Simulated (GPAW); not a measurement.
# MoI (P4/mmm) in GPAW: relaxation of the atoms with PBE

Aim: the relaxation of the atoms of MoI with PBE.

All numbers are computed with GPAW 26.7.0; they aren't measurements. Logs are shortened: lines on timing, memory, paths and dates and some standing lists are left out, and cuts for length are marked. The log counts tension as positive stress, the text compression.

**1. The cell of the first run**

The structure is tetragonal, space group P4/mmm (No. 123). The conventional cell has a = 3.587 Å, b = 3.587 Å, c = 5.042 Å, α = 90.00°, β = 90.00°, γ = 90.00°. Mo (site symmetry 4/mmm) has 4 I at 2.54 Å as nearest neighbours. I (site symmetry 4/mmm) has 4 Mo at 2.54 Å as nearest neighbours.

The cell was built by a generator and needn't be a form met in nature.

**2. Relaxation of the atoms, PBE (strain = -0.01)**

run.py

```python
from ase import Atoms
from ase.io import write
from ase.optimize import BFGS
from gpaw import GPAW, PW

atoms = Atoms(['Mo', 'I'],
              cell=[[3.5870301918, 0.0, 0.0],
                    [0.0, 3.5870301918, 0.0],
                    [0.0, 0.0, 5.04208141]],
              scaled_positions=[[0.5, 0.5, 0.5],
                                [0.0, 0.0, 0.5]],
              pbc=True)

calc = GPAW(mode=PW(600),
            xc='PBE',
            kpts={'size': (7, 7, 5), 'gamma': True},
            occupations={'name': 'fermi-dirac', 'width': 0.05},
            nbands=21,
            convergence={'density': 1e-05, 'forces': 0.0001},
            maxiter=150,
            txt='gpaw.txt')
atoms.calc = calc
opt = BFGS(atoms, trajectory='relax.traj', logfile='-')
done = opt.run(fmax=0.02, steps=60)
calc.write('gs.gpw')
write('result.traj', atoms)
print('Converged:', done)
print('Cell:', atoms.cell.cellpar().round(4))
print('Volume:', round(atoms.get_volume(), 4))
print(atoms.get_scaled_positions().round(5))
```

Potentials or basis: GPAW PAW data sets (gpaw-data 1.2.1), pw.

Run with:

```
OMP_NUM_THREADS=1 python run.py
```

gpaw.txt:

```text
__  _  _
 | _ |_)|_||  |
 |__||  | ||/\| - 26.7.0

Input parameters:
  mode=PW(ecut=600.0),
  convergence={'density': 1e-05, 'forces': 0.0001},
  kpts=MonkhorstPack(size=(7, 7, 5), gamma=True),
  maxiter=150,
  nbands=21,
  occupations=Occupations(name='fermi-dirac', width=0.05),
  xc=XC(name='PBE')

Diagonalizing LCAO Hamiltonian
Converting LCAO to pw mode
   .--------.
  /|        |
 * |        |
 | |        |
 | |   Mo   |
 I |        |
 | .--------.
 |/        /
 *--------*

Atoms  # Å, Bohr magnetons
|   | symbol |        x |        y |        z |    initial magnetic moments |
|---|--------|----------|----------|----------|-----------------------------|
| 0 |     Mo | 1.793515 | 1.793515 | 2.521041 | ( 0.0000,  0.0000,  0.0000) |
| 1 |      I | 0.000000 | 0.000000 | 2.521041 | ( 0.0000,  0.0000,  0.0000) |

Unit cell  # Å
| periodic |        x |        y |        z |  lengths |    angles |
|----------|----------|----------|----------|----------|-----------|
|      yes | 3.587030 | 0.000000 | 0.000000 | 3.587030 | 90.000000 |
|      yes | 0.000000 | 3.587030 | 0.000000 | 3.587030 | 90.000000 |
|      yes | 0.000000 | 0.000000 | 5.042081 | 5.042081 | 90.000000 |

Number of symmetries: 16
Symmetry operations  # r_c * U_cc + t_c -> r_c
|    | kind |            matrix            |
|----|------|------------------------------|
|  0 |  E   |  1, 0, 0,  0, 1, 0,  0, 0, 1 |
|  1 |  σ   |  1, 0, 0,  0, 1, 0,  0, 0,-1 |
|  2 |  σ   |  1, 0, 0,  0,-1, 0,  0, 0, 1 |
|  3 |  C2  |  1, 0, 0,  0,-1, 0,  0, 0,-1 |
|  4 |  σ   |  0, 1, 0,  1, 0, 0,  0, 0, 1 |
|  5 |  C2  |  0, 1, 0,  1, 0, 0,  0, 0,-1 |
|  6 |  C4  |  0, 1, 0, -1, 0, 0,  0, 0, 1 |
|  7 |  S4  |  0, 1, 0, -1, 0, 0,  0, 0,-1 |
|  8 |  C4  |  0,-1, 0,  1, 0, 0,  0, 0, 1 |
|  9 |  S4  |  0,-1, 0,  1, 0, 0,  0, 0,-1 |
| 10 |  σ   |  0,-1, 0, -1, 0, 0,  0, 0, 1 |
| 11 |  C2  |  0,-1, 0, -1, 0, 0,  0, 0,-1 |
| 12 |  σ   | -1, 0, 0,  0, 1, 0,  0, 0, 1 |
| 13 |  C2  | -1, 0, 0,  0, 1, 0,  0, 0,-1 |
| 14 |  C2  | -1, 0, 0,  0,-1, 0,  0, 0, 1 |
| 15 |  i   | -1, 0, 0,  0,-1, 0,  0, 0,-1 |

BZ-sampling:
  Number of BZ points: 245
  Number of IBZ points: 30

  Monkhorst-Pack size: [7, 7, 5]
  Monkhorst-Pack shift: [0, 0, 0]

K-points  # in reciprocal-cell coordinates
|     |                                coordinates |     weight |
|-----|--------------------------------------------|------------|
|   0 | (  0.00000000,   0.00000000,   0.00000000) | 0.00408163 |
|   1 | (  0.00000000,   0.00000000,   0.20000000) | 0.00816327 |
|   2 | (  0.00000000,   0.00000000,   0.40000000) | 0.00816327 |
|   3 | (  0.14285714,   0.00000000,   0.00000000) | 0.01632653 |
|   4 | (  0.14285714,   0.00000000,   0.20000000) | 0.03265306 |
|   5 | (  0.14285714,   0.00000000,   0.40000000) | 0.03265306 |
|   6 | (  0.14285714,   0.14285714,   0.00000000) | 0.01632653 |
|   7 | (  0.14285714,   0.14285714,   0.20000000) | 0.03265306 |
|   8 | (  0.14285714,   0.14285714,   0.40000000) | 0.03265306 |
|   9 | (  0.28571429,   0.00000000,   0.00000000) | 0.01632653 |
| ... |                                            |            |
|  29 | (  0.42857143,   0.42857143,   0.40000000) | 0.03265306 |

Plane wave coefficients: 2176
Cutoff: 600.0 eV

Spin-components: 1 (collinear spins)
Bands:           21
Projectors:      11
Spin-degeneracy: 2
Datatype:        complex128

Parallelization:
  kpt:    1
  domain: 1
  band:   1

Density:
  Valence electrons: 21.0
  Components: 1
  Grid points: [21 21 30]
  Charge: 0.0  # |e|

Potential:
  Grid points: [21 21 30]

species:
  Mo:
    name:    Molybdenum
    Z:       42.0
    valence: 14
    core:    28
    charge:  0.0  # [|e|]
    compensation charges:
      type: gauss
      rc: 0.38  # [Å]
      lmax: 2
    cutoffs:
      filter: 2.16  # [Å]
      core: 1.42  # [Å]
    projectors
    | kind |    occ | energy [eV] | rcut [Å] |
    |------|--------|-------------|----------|
    |   4s |  2.000 |     -64.307 |    1.238 |
    |   5s |  1.000 |      -4.084 |    1.238 |
    |   4p |  6.000 |     -38.491 |    1.296 |
    |   5p |  0.000 |      -1.044 |    1.296 |
    |   4d |  5.000 |      -3.754 |    1.296 |
    |    d |        |      23.458 |    1.296 |

    Using partial waves for Mo as LCAO basis

  I:
    name:    Iodine
    Z:       53.0
    valence: 7
    core:    46
    charge:  0.0  # [|e|]
    compensation charges:
      type: gauss
      rc: 0.37  # [Å]
      lmax: 2
    cutoffs:
      filter: 2.06  # [Å]
      core: 2.90  # [Å]
    projectors
    | kind |    occ | energy [eV] | rcut [Å] |
    |------|--------|-------------|----------|
    |   5s |  2.000 |     -17.382 |    1.164 |
    |   5p |  5.000 |      -7.088 |    1.164 |
    |    s |        |       9.829 |    1.164 |
    |    p |        |      20.123 |    1.164 |
    |    d |        |       0.000 |    1.164 |

    Using partial waves for I as LCAO basis

Reference energy: -303674.868298  # eV

eigensolver:
  PPCG
  Converge bands: occupied
  niter=2

density mixing:
  MSR1-Mixer
  Pratt-step length: 0.05
  Maximum mixing coefficient: 0.75
  Old densities: 10
  SVD Regularization: 0.005
  Good broyden scale: 1.0
  Trust region scale: 1.0
  Backstep threshold: 4.0
  History deletion threshold: 6.0
  Fourier metric: weight=20.0, sigma=0.015

occupation numbers:
  Fermi-Dirac:
    width: 0.0500  # eV

poisson solver:
  ecut: 4800.0  # eV

xc functional:
  name: PBE with 2 nearest neighbor stencil

convergence criteria:
- Maximum integral of absolute [dens]ity change: 1e-05 electrons / valence electron
- Maximum change in the atomic [forces] across last 2 cycles: 0.0001 eV/Ang OR
Maximum error relative to the maximum force is below inf
- Maximum [total energy] change in last 3 cyles: 0.0005 eV / valence electron
- Maximum integral of absolute [eigenst]ate change: 4e-08 eV^2 / valence electron
maximum number of iterations: 150

SCF iterations
|iter     | |      energy | eigst |  dens |force |
|---------|-|-------------|-------|-------|------|
|iter:   1| |   -8.007425 | +0.37 |       |      |
|iter:   2| |   -7.997972 | -1.72 | -1.32 |      |
|iter:   3| |   -7.915741 | -1.76 | -1.35 |      |
|iter:   4| |   -7.902508 | -2.17 | -1.71 |      |
|iter:   5| |   -7.884398 | -2.83 | -1.87 |      |
|iter:   6| |   -7.885062 | -3.83 | -2.37 |      |
|iter:   7| |   -7.885291c| -4.76 | -2.70 |      |
|iter:   8| |   -7.885320c| -5.69 | -3.34 |      |
|iter:   9| |   -7.885319c| -7.26 | -4.07 |      |
|iter:  10| |   -7.885320c| -7.68c| -4.59 |      |
|iter:  11| |   -7.885319c| -8.49c| -5.27c|      |
|iter:  12| |   -7.885320c| -9.00c| -5.76c|-23.88c|

Converged in 12 steps
Energy contributions relative to reference atoms: (reference = -303674.868298)

Energy contributions:
  Kinetic:          18.127197
  Coulomb:         -13.784346
  Zero:             -0.508499
  External:          0.000000
  Xc:              -11.690418
  Entropy:          -0.058508
  Spinorbit:         0.000000
  ----------------------------
  Free energy:      -7.914574
  Extrapolated:     -7.885320

dipole moment: (-17.503845, -17.503845, 0.000023)  # |e|*Ang

Fermi level: 5.842
Eigenvalues  # (at kpt = [0.000, 0.000, 0.000])
| band index |      eig [eV] | occ [0-2] |
|------------|---------------|-----------|
|          0 |       -54.843 |     2.000 |
|        ... |               |           |
|          5 |         0.872 |     2.000 |
|          6 |         2.204 |     2.000 |
|          7 |         2.412 |     2.000 |
|          8 |         2.412 |     2.000 |
|          9 |         4.294 |     2.000 |
|         10 |         4.487 |     2.000 |
[... 8 lines left out ...]
|         19 |        17.492 |     0.000 |
|         20 |        17.723 |     0.000 |

No gap
No difference between direct/indirect transitions

Forces  # eV/Ang
|        x |        y |       z |
|----------|----------|---------|
|  0.00000 |  0.00000 | 0.00000 |  # Mo   0
| -0.00000 | -0.00000 | 0.00000 |  # I    1

# Writing to gs.gpw (mode='')
```

It took 21 s on 1 thread of Arm Neoverse V2, shared host; peak memory 0.17 GiB.

What came out:

```yaml
Free_energy: -7.9146 eV
Band_gap_on_the_k_mesh: none (metal or under the smearing width)
```

Final structure:
```yaml
crystal:
  lattice:
    - [3.58703, 0.00000, 0.00000]
    - [0.00000, 3.58703, 0.00000]
    - [0.00000, 0.00000, 5.04208]
  atoms:
    - { symbol: Mo, position: [0.50000, 0.50000, 0.50000] }
    - { symbol: I, position: [0.00000, 0.00000, 0.50000] }
```

Caveat: the density grid can change from cell to cell, which puts small steps into energies and stress; the relaxation stopped at its first step, so nothing moved; later steps reuse the first step's grids; an odd number of electrons without spin polarisation forces a metal; a magnetic or distorted state may lie lower.
